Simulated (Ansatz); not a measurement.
# CH4F3Ge: the cost of one run

Program: Ansatz 0.2.0. Level of theory: UKS B3LYP/def2-SVP. These are calculated values, not measurements.

## Step 1: Starting point

Bond lengths: Ge1–H2 1.800 Å, Ge1–H3 1.550 Å, Ge1–H4 1.549 Å, Ge1–H5 1.549 Å, C6–F7 1.330 Å, C6–F8 1.330 Å, C6–F9 1.330 Å. Angles: H2–Ge1–H3 109.5°, H2–Ge1–H4 109.5°, H2–Ge1–H5 109.5°, H3–Ge1–H4 109.5°, H3–Ge1–H5 109.5°, H4–Ge1–H5 109.5°, F7–C6–F8 109.4°, F7–C6–F9 109.4°, F8–C6–F9 109.4°.

Coordinates:

```xyz
9

Ge    0.0000    0.0000    0.0000
H     0.0000    0.0000    1.8000
H     1.4616    0.0000   -0.5162
H    -0.7300    1.2648   -0.5162
H    -0.7300   -1.2648   -0.5162
C     0.0000    0.0000    3.2100
F    -0.6774   -1.0550    3.6540
F     1.2523   -0.0592    3.6540
F    -0.5749    1.1141    3.6540
```

## Step 2: A restrained relaxation towards end A

Springs on the bonds that form and break draw the guess towards this end; the thresholds are loose.

input.yaml

```yaml
crystal:
  periodic: [false, false, false]
  atoms:
    - { symbol: Ge, position_ang: [0.0, 0.0, 0.0] }
    - { symbol: H, position_ang: [0.0, 0.0, 1.8] }
    - { symbol: H, position_ang: [1.4616, 0.0, -0.5162] }
    - { symbol: H, position_ang: [-0.73, 1.2648, -0.5162] }
    - { symbol: H, position_ang: [-0.73, -1.2648, -0.5162] }
    - { symbol: C, position_ang: [0.0, 0.0, 3.21] }
    - { symbol: F, position_ang: [-0.6774, -1.055, 3.654] }
    - { symbol: F, position_ang: [1.2523, -0.0592, 3.654] }
    - { symbol: F, position_ang: [-0.5749, 1.1141, 3.654] }
magnetization:
  spin_polarized: true
  initial_magnetization: 1
basis:
  gaussian: { orbitals: def2-SVP }
hamiltonian:
  xc: b3lyp
relax:
  f_tol: 0.15
  max_steps: 25
  restrain:
    - { distance: [1, 5], at: 2.31, k: 30.0 }
    - { distance: [0, 1], at: 1.55, k: 30.0 }
```

Command:

```
> ansatz run input.yaml --threads 4 --pin off --max-ram 5120MiB --backend cpu --events-out ev --progress --plain --runs-dir out
```

What time and memory should one allow on 4 threads of Arm Neoverse V2, shared host?

About 14 s, with a peak of 0.36 GiB.
